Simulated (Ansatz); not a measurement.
# CH6FGeNO: up Jacob's ladder to CCSD(T)

One table from this session's results is given with a row withheld; the runs are named, their logs left out.

Program: Ansatz 0.2.0, Gaussian basis. Level of theory: functionals in def2-TZVPP, the program's frozen cores in correlated methods. These are calculated values, not measurements.

Levels to be run: PBE-D4, r2SCAN-D4, PBE0-D4, B3LYP-D4, ωB97X-V, ωB97M-V, B2PLYP; CCSD(T)/def2-TZVPP; MP2/def2-QZVPP; extrapolation to the limit.

### The relaxed structure

The geometry comes from an earlier relaxation with PBE0-D4 in a triple-zeta def2 set; it is a stationary point, not always the lowest conformer.

SMILES `N[C](O)(F)[GeH3]`, 11 atoms, charge 0, spin multiplicity 1.

Atoms are counted from 1 here; the program's logs count them from 0.

Bond lengths: N1–C2 1.425 Å, N1–H6 1.015 Å, N1–H7 1.011 Å, C2–O3 1.385 Å, C2–F4 1.388 Å, C2–Ge5 2.000 Å, O3–H8 0.967 Å, Ge5–H9 1.537 Å, Ge5–H10 1.533 Å, Ge5–H11 1.532 Å. Angles: C2–N1–H6 111.3°, C2–N1–H7 111.1°, H6–N1–H7 110.1°, N1–C2–O3 116.1°, N1–C2–F4 105.0°, N1–C2–Ge5 111.2°, O3–C2–F4 108.0°, O3–C2–Ge5 107.3°, F4–C2–Ge5 109.0°, C2–O3–H8 108.6°, C2–Ge5–H9 107.8°, C2–Ge5–H10 109.6°, C2–Ge5–H11 108.0°, H9–Ge5–H10 110.2°, H9–Ge5–H11 110.1°, H10–Ge5–H11 111.1°.

Set-up of the first run:

Input file in.yaml:

```yaml
crystal:
  periodic: [false, false, false]
  atoms:
    - {symbol: N, position_ang: [-1.447803, -0.216613, -0.144718]}
    - {symbol: C, position_ang: [-0.054137, -0.504577, -0.075333]}
    - {symbol: O, position_ang: [0.380382, -1.135301, 1.078384]}
    - {symbol: F, position_ang: [0.192004, -1.352989, -1.146235]}
    - {symbol: Ge, position_ang: [1.039760, 1.155195, -0.295338]}
    - {symbol: H, position_ang: [-1.993280, -1.063044, -0.273284]}
    - {symbol: H, position_ang: [-1.759600, 0.275107, 0.681851]}
    - {symbol: H, position_ang: [-0.172564, -1.913668, 1.231364]}
    - {symbol: H, position_ang: [0.530540, 2.191931, 0.719273]}
    - {symbol: H, position_ang: [2.515807, 0.836182, -0.031759]}
    - {symbol: H, position_ang: [0.834391, 1.670777, -1.723505]}
basis:
  gaussian: {orbitals: def2-TZVPP}
hamiltonian: {xc: pbe, dispersion: d4}
output: {forces: true, orbitals: {seedname: orbitals}}
```

Command:

```bash
ansatz run in.yaml --threads 4 --pin off --events-out ev --progress --plain --max-ram 10444MiB
```

Among the steps run: PBE-D4 (GGA); r2SCAN-D4 (meta-GGA); PBE0-D4 (hybrid); B3LYP-D4 (hybrid); ωB97X-V (range-separated); ωB97M-V (range-separated); B2PLYP (double hybrid); CCSD(T) in def2-TZVPP; MP2 in def2-QZVPP.

One of the session's tables, all rows but one given; the rest of the session is left out.

```
            method  atomisation energy (kJ/mol)
            PBE-D4                            ?
         r2SCAN-D4                       3682.1
           PBE0-D4                       3667.5
          B3LYP-D4                       3670.7
           ωB97X-V                       3705.0
           ωB97M-V                       3687.8
            B2PLYP                       3630.9
     HF/def2-TZVPP                       2459.8
    MP2/def2-TZVPP                       3644.6
   CCSD/def2-TZVPP                       3521.3
CCSD(T)/def2-TZVPP                       3586.8
           MP2/CBS                       3749.2
       CCSD(T)/CBS                       3691.3
```

Estimate the missing values for PBE-D4.

**Answer.** atomisation energy (kJ/mol): 3769.9. In the column «atomisation energy (kJ/mol)» it is the highest.

To keep in mind: Free atoms (1 N, 1 C, 1 O, 1 F, 1 Ge, 6 H) were run apart at each level; the atomisation energy is their sum less the molecule, without zero-point or spin-orbit terms.
